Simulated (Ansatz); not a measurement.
**BH8NOSi2: up Jacob's ladder to CCSD(T)**

One table from this session's results is given with a row withheld; the runs are named, their logs left out.

Program: Ansatz 0.2.0, Gaussian basis. Level of theory: functionals in def2-TZVPP, the program's frozen cores in correlated methods. These are calculated values, not measurements.

Plan: PBE-D4, r2SCAN-D4, PBE0-D4, B3LYP-D4, ωB97X-V, ωB97M-V, B2PLYP; CCSD(T)/def2-TZVPP; MP2/def2-QZVPP; extrapolation to the limit.

### The geometry

An earlier PBE0-D4 in a triple-zeta def2 set relaxation fixed the geometry.

13 atoms, charge 0, spin multiplicity 1.

Atoms are counted from 1 here; the program's logs count them from 0.

Bond lengths: O1–B2 1.367 Å, O1–H6 0.958 Å, B2–N3 1.420 Å, B2–H7 1.201 Å, N3–Si4 1.741 Å, N3–Si5 1.753 Å, Si4–H8 1.487 Å, Si4–H9 1.483 Å, Si4–H10 1.487 Å, Si5–H11 1.483 Å, Si5–H12 1.488 Å, Si5–H13 1.483 Å. Angles: B2–O1–H6 113.7°, O1–B2–N3 117.4°, O1–B2–H7 120.9°, N3–B2–H7 121.7°, B2–N3–Si4 121.9°, B2–N3–Si5 118.7°, Si4–N3–Si5 119.4°, N3–Si4–H8 110.5°, N3–Si4–H9 108.7°, N3–Si4–H10 110.5°, H8–Si4–H9 109.6°, H8–Si4–H10 107.8°, H9–Si4–H10 109.6°, N3–Si5–H11 111.5°, N3–Si5–H12 106.0°, N3–Si5–H13 111.5°, H11–Si5–H12 109.0°, H11–Si5–H13 109.8° and more.

Set-up of the first run:

Contents of in.yaml:

```yaml
crystal:
  periodic: [false, false, false]
  atoms:
    - {symbol: O, position_ang: [-1.795949, 0.985196, 1.113906]}
    - {symbol: B, position_ang: [-0.933681, -0.075696, 1.089302]}
    - {symbol: N, position_ang: [0.036295, -0.105644, 0.052362]}
    - {symbol: Si, position_ang: [1.192200, -1.400352, -0.089979]}
    - {symbol: Si, position_ang: [0.062853, 1.203690, -1.113642]}
    - {symbol: H, position_ang: [-2.426870, 0.951948, 1.833801]}
    - {symbol: H, position_ang: [-1.001124, -0.943497, 1.916443]}
    - {symbol: H, position_ang: [1.045301, -2.088525, -1.399706]}
    - {symbol: H, position_ang: [0.960482, -2.368194, 1.009860]}
    - {symbol: H, position_ang: [2.579266, -0.871636, -0.006155]}
    - {symbol: H, position_ang: [-1.209107, 1.282649, -1.871916]}
    - {symbol: H, position_ang: [1.169903, 0.888908, -2.057308]}
    - {symbol: H, position_ang: [0.340930, 2.506553, -0.462171]}
basis:
  gaussian: {orbitals: def2-TZVPP}
hamiltonian: {xc: pbe, dispersion: d4}
output: {forces: true, orbitals: {seedname: orbitals}}
```

Command:

```console
$ ansatz run in.yaml --threads 4 --pin off --events-out ev --progress --plain --max-ram 10444MiB
```

Among the steps run: PBE-D4 (GGA); r2SCAN-D4 (meta-GGA); PBE0-D4 (hybrid); B3LYP-D4 (hybrid); ωB97X-V (range-separated); ωB97M-V (range-separated); B2PLYP (double hybrid); CCSD(T) in def2-TZVPP; MP2 in def2-QZVPP.

One table of the session follows, with a row left open; its other results are not shown here.

| method | atomisation energy (kJ/mol) |
| --- | --- |
| PBE-D4 | ? |
| r2SCAN-D4 | 4557.6 |
| PBE0-D4 | 4517.4 |
| B3LYP-D4 | 4572.2 |
| ωB97X-V | 4590.2 |
| ωB97M-V | 4583.5 |
| B2PLYP | 4516.0 |
| HF/def2-TZVPP | 3410.1 |
| MP2/def2-TZVPP | 4486.2 |
| CCSD/def2-TZVPP | 4391.9 |
| CCSD(T)/def2-TZVPP | 4443.8 |
| MP2/CBS | 4608.1 |
| CCSD(T)/CBS | 4565.7 |

**Question.** Estimate the row for PBE-D4.

The run gave: atomisation energy (kJ/mol): 4564.8. In the column «atomisation energy (kJ/mol)» it lies between r2SCAN-D4 (4557.6) and CCSD(T)/CBS (4565.7).
